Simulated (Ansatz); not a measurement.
# TaN2+ (quintet): wave-function methods side by side, def2-SVP

An exercise on one series of results from a longer session: the logs are not shown, and one member is left open.

The runs use Ansatz 0.2.0, Gaussian basis; def2-SVP, core rule «outside noble gas», up to 6 orbitals frozen.

Plan: UHF; CCSD(T) on ROHF; CCSD(T) on UHF; CISD as a restricted active space (open shells left free, so some higher excitations enter); CCSDT(Q) on ROHF; CCSDT(Q) on UHF.

8 further runs of the same task are left out: 8 for a known fault of the program. Runs told in other sessions of the task aren't counted.

## The geometry

The geometry is a PBE0/def2-TZVP stationary point (not a proven minimum) of the parent state, kept for this charge and spin. No spin-orbit coupling is included. Elements past krypton take def2 core potentials.

3 atoms, charge 1, spin multiplicity 5.

Atoms are counted from 1 here; the program's logs count them from 0.

Bond lengths: Ta1–N2 1.901 Å, N2–N3 1.197 Å. Angles: Ta1–N2–N3 180.0°.

The first run:

in.yaml reads:

```yaml
crystal:
  periodic: [false, false, false]
  atoms:
    - {symbol: Ta, position_ang: [0.000000, 0.000000, 1.666200]}
    - {symbol: N, position_ang: [0.000000, 0.000000, -0.234600]}
    - {symbol: N, position_ang: [0.000000, 0.000000, -1.431600]}
basis:
  gaussian: {orbitals: def2-SVP}
total_charge: 1
magnetization: {spin_polarized: true, initial_magnetization: 4}
hamiltonian: {xc: hf}
output: {orbitals: {seedname: orbitals}}
```

Command:

```console
$ ansatz run in.yaml --threads 1 --pin off --events-out ev --progress --plain --max-ram 2560MiB --backend cpu
```

Steps of the session up to this table: UHF; CCSD(T) on ROHF; CCSD(T) on UHF; CISD as a restricted active space (open shells left free, so some higher excitations enter); CCSDT(Q) on ROHF; CCSDT(Q) on UHF.

One table of the session follows, with a row left open; its other results are not shown here.

| method | from RCCSDT(Q) (kJ/mol) |
| --- | --- |
| ROHF | +1085.2 |
| UHF | +979.5 |
| RMP2 | +56.1 |
| UMP2 | ? |
| RCCSD | +60.0 |
| UCCSD | +44.5 |
| RCCSD(T) | +9.0 |
| UCCSD(T) | +1.8 |
| RCCSDT | +8.5 |
| UCCSDT | -2.2 |
| RCCSDT(Q) | 0 |
| UCCSDT(Q) | -8.2 |

Estimate the missing values for UMP2.

**Answer.** from RCCSDT(Q) (kJ/mol): +165.6. In the column «from RCCSDT(Q) (kJ/mol)» it lies between RCCSD (+60.0) and UHF (+979.5).

Not comparable, so not listed: CISD as a restricted active space (open shells left free, so some higher excitations enter) (they don't share determinant, frozen orbitals or solution with the rows shown, or repeat one).

Caveats from the session: Restricted and unrestricted rows rest on different reference determinants; a gap between their highest levels can come from leftover correlation error, from unlike frozen cores or from another state.
